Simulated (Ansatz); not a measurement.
# CH7NSi: the cost of one run

Method: PBE0-D4/def2-TZVP structures, single points in def2-TZVPP, no counterpoise correction; program: Ansatz 0.2.0, Gaussian basis.

Levels: SPW92, PBE-D4, BLYP-D4, r2SCAN-D4, B97M-V, PBE0-D4, B3LYP-D4, r2SCAN0-D4, BHLYP-D4, CAM-B3LYP-D4, wB97X-V, wB97M-V, B2PLYP, PBE-QIDH, RPA on PBE, Hartree-Fock, MP2, CCSD, CCSD(T).

Cores are frozen in the correlated methods. B3LYP uses VWN-RPA correlation. B2PLYP carries no dispersion term here.

94 further runs of the same task are left out: 94 set aside as unsound or not needed.

## (1) The system as given

The complex: 12 atoms, charge 0, spin multiplicity 1.

Atoms are counted from 1 here; the program's logs count them from 0.

Bond lengths: Si1–H3 1.484 Å, Si1–H4 1.491 Å, Si1–N5 1.762 Å, Si1–C7 1.856 Å, F2–H6 0.961 Å, N5–H8 1.012 Å, N5–H9 1.013 Å, C7–H10 1.093 Å, C7–H11 1.092 Å, C7–H12 1.093 Å. Angles: H3–Si1–H4 108.4°, H3–Si1–N5 105.1°, H3–Si1–C7 112.6°, H4–Si1–N5 111.8°, H4–Si1–C7 110.6°, N5–Si1–C7 108.3°, Si1–N5–H8 115.1°, Si1–N5–H9 115.5°, H8–N5–H9 108.0°, Si1–C7–H10 111.1°, Si1–C7–H11 110.1°, Si1–C7–H12 110.6°, H10–C7–H11 108.3°, H10–C7–H12 107.8°, H11–C7–H12 108.9°.

As a file:

```mol
CH8FNSi
  3D, bonds by distance, orders not assigned

 12 10  0  0  0  0  0  0  0  0999 V2000
   -0.8203    0.5187    0.0862 Si  0  0
    1.0713   -2.3975   -0.1439 F   0  0
   -1.9839   -0.2389   -0.4390 H   0  0
   -1.3195    1.7888    0.6877 H   0  0
   -0.0929   -0.5355    1.2956 N   0  0
    0.6425   -1.7518    0.4235 H   0  0
    0.4509    0.8715   -1.2194 C   0  0
   -0.7459   -0.9678    1.9370 H   0  0
    0.6543   -0.1227    1.8406 H   0  0
    1.3006    1.4190   -0.8032 H   0  0
    0.8207   -0.0636   -1.6455 H   0  0
    0.0223    1.4799   -2.0194 H   0  0
  1  3  8  0
  1  4  8  0
  1  5  8  0
  1  7  8  0
  2  6  8  0
  5  8  8  0
  5  9  8  0
  7 10  8  0
  7 11  8  0
  7 12  8  0
M  END
```

Its parts: CH7NSi holds atoms 1, 3, 4, 5, 7, 8, 9, 10, 11, 12; HF holds atoms 2, 6. Each part counts its atoms afresh in its own runs.

## (2) Relaxing CH7NSi alone

The input, relax-a/in.yaml:

```yaml
crystal:
  periodic: [false, false, false]
  atoms:
    - {symbol: Si, position_ang: [-0.820332, 0.518653, 0.086170]}
    - {symbol: H, position_ang: [-1.983890, -0.238933, -0.439008]}
    - {symbol: H, position_ang: [-1.319489, 1.788756, 0.687699]}
    - {symbol: N, position_ang: [-0.092857, -0.535486, 1.295612]}
    - {symbol: C, position_ang: [0.450909, 0.871546, -1.219442]}
    - {symbol: H, position_ang: [-0.745946, -0.967836, 1.936964]}
    - {symbol: H, position_ang: [0.654307, -0.122696, 1.840649]}
    - {symbol: H, position_ang: [1.300580, 1.419045, -0.803201]}
    - {symbol: H, position_ang: [0.820677, -0.063587, -1.645486]}
    - {symbol: H, position_ang: [0.022261, 1.479876, -2.019448]}
basis:
  gaussian: {orbitals: def2-TZVP}
hamiltonian: {xc: pbe0, dispersion: d4}
relax: {f_tol: 0.005, max_steps: 200}
```

The run is started by

```console
$ ansatz run in.yaml --threads 4 --pin off --events-out ev --progress --plain --max-ram 9574MiB
```

**Question.** How long does this run take on 4 threads of Arm Neoverse V1, shared host?

About 13 s.
